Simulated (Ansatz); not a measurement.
# C2H4BFS: the cost of one run

Program: Ansatz 0.2.0. Level of theory: RKS r2SCANh-D4/def2-SVP. These are calculated values, not measurements.

### 1 The structure to begin with

Bond lengths: F1–C2 1.412 Å, C2–C3 1.545 Å, C3–B4 1.554 Å, C3–S5 1.741 Å, B4–S5 1.987 Å, C2–H6 1.127 Å, C2–H7 1.137 Å, C3–H8 1.052 Å, B4–H9 1.258 Å. Angles (14 of 16 angles, heavy atoms first): F1–C2–C3 109.7°, C2–C3–B4 110.6°, C2–C3–S5 111.4°, B4–C3–S5 73.9°, C3–B4–S5 57.4°, C3–S5–B4 48.7°, F1–C2–H6 110.7°, F1–C2–H7 105.8°, C3–C2–H6 108.8°, C3–C2–H7 113.9°, C2–C3–H8 116.0°, B4–C3–H8 121.1°, S5–C3–H8 116.9°, C3–B4–H9 136.2°.

Structure file:

```xyz
9

F     1.4112   -0.2798   -1.6960
C     0.8399    0.3784   -0.5853
C    -0.4648   -0.3366   -0.1693
B    -0.8204   -0.0073    1.3070
S    -0.1350   -1.7840    0.7411
H     0.6019    1.4512   -0.8374
H     1.6423    0.3788    0.2206
H    -1.2125   -0.3975   -0.9073
H    -1.7740    0.5505    1.9095
```

### 2 Relaxing end A

input.yaml reads:

```yaml
crystal:
  periodic: [false, false, false]
  atoms:
    - { symbol: F, position_ang: [1.4112, -0.2798, -1.696] }
    - { symbol: C, position_ang: [0.8399, 0.3784, -0.5853] }
    - { symbol: C, position_ang: [-0.4648, -0.3366, -0.1693] }
    - { symbol: B, position_ang: [-0.8204, -0.0073, 1.307] }
    - { symbol: S, position_ang: [-0.135, -1.784, 0.7411] }
    - { symbol: H, position_ang: [0.6019, 1.4512, -0.8374] }
    - { symbol: H, position_ang: [1.6423, 0.3788, 0.2206] }
    - { symbol: H, position_ang: [-1.2125, -0.3975, -0.9073] }
    - { symbol: H, position_ang: [-1.774, 0.5505, 1.9095] }
basis:
  gaussian: { orbitals: def2-SVP }
hamiltonian:
  xc: r2scanh
  dispersion: d4
relax:
  f_tol: 0.015
  max_steps: 40
```

Launch:

```
$ ansatz run input.yaml --threads 2 --pin off --max-ram 3072MiB --backend cpu --events-out ev --progress --plain --runs-dir out
```

Q: Estimate wall time and peak memory on 2 threads of Arm Neoverse V1, shared host.

About 36 s, with a peak of 0.21 GiB.
